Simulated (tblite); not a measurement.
# C6H11NSeSi: the cost of one run

The runs use tblite 0.8.0 and PySCF 2.14.0, with density-fitted response routines of our own; the level of theory stands in each step. All values are computed, except where a source is named. Atoms count from 0, in the outputs and in this text.

**1. The starting structure**

20 atoms, charge 0, multiplicity 1; geometry from: force field or distance geometry start.

Bonds of the start (Å): C0–C1 1.35, C1–C2 1.49, C2–N3 1.47, N3–Si4 1.81, N3–C5 1.44, C5–C6 1.39, C6–Se7 1.93, Se7–C8 1.81, C8–C5 1.48, C0–H9 1.10, C0–H10 1.08, C1–H11 1.08, C2–H12 1.12, C2–H13 1.12, Si4–H14 1.47, Si4–H15 1.47, Si4–H16 1.46, C6–H17 1.08, C8–H18 1.12, C8–H19 1.11.

**2. Relaxing the molecule with GFN2-xTB**

The job: settings as JSON, then the geometry in Å.

```
{"job": {"kind": "relax", "xc": "GFN2-xTB", "basis": "xTB"}, "charge": 0, "multiplicity": 1}
C      2.224200    -0.623600     1.429600
C      2.118800    -0.173600     0.164000
C      1.219700     0.953500    -0.192000
N     -0.192100     0.573400    -0.036500
Si    -1.183100     1.288800     1.295100
C     -0.800500    -0.382400    -0.921000
C     -0.316000    -1.076300    -2.020400
Se    -1.939300    -2.042500    -2.428200
C     -2.161400    -0.970300    -0.990000
H      1.624700    -0.171900     2.230000
H      2.881400    -1.442800     1.668000
H      2.722900    -0.647700    -0.597900
H      1.452300     1.843100     0.441300
H      1.392300     1.246000    -1.256000
H     -0.374700     2.237900     2.080100
H     -2.327700     2.005400     0.711900
H     -1.674400     0.223900     2.170200
H      0.650300    -1.098600    -2.498300
H     -2.927800    -0.179000    -1.181300
H     -2.394600    -1.552700    -0.071700
```

Run with:

```sh
> OMP_NUM_THREADS=1 python probes_run.py task.json out
```

The driver reads the jobs from task.json and runs them one after another.

**Question.** How long does this first job take on 1 thread of Arm Neoverse V1, shared host, and how much memory does it need?

About 1.7 s, with a peak of 0.17 GiB.
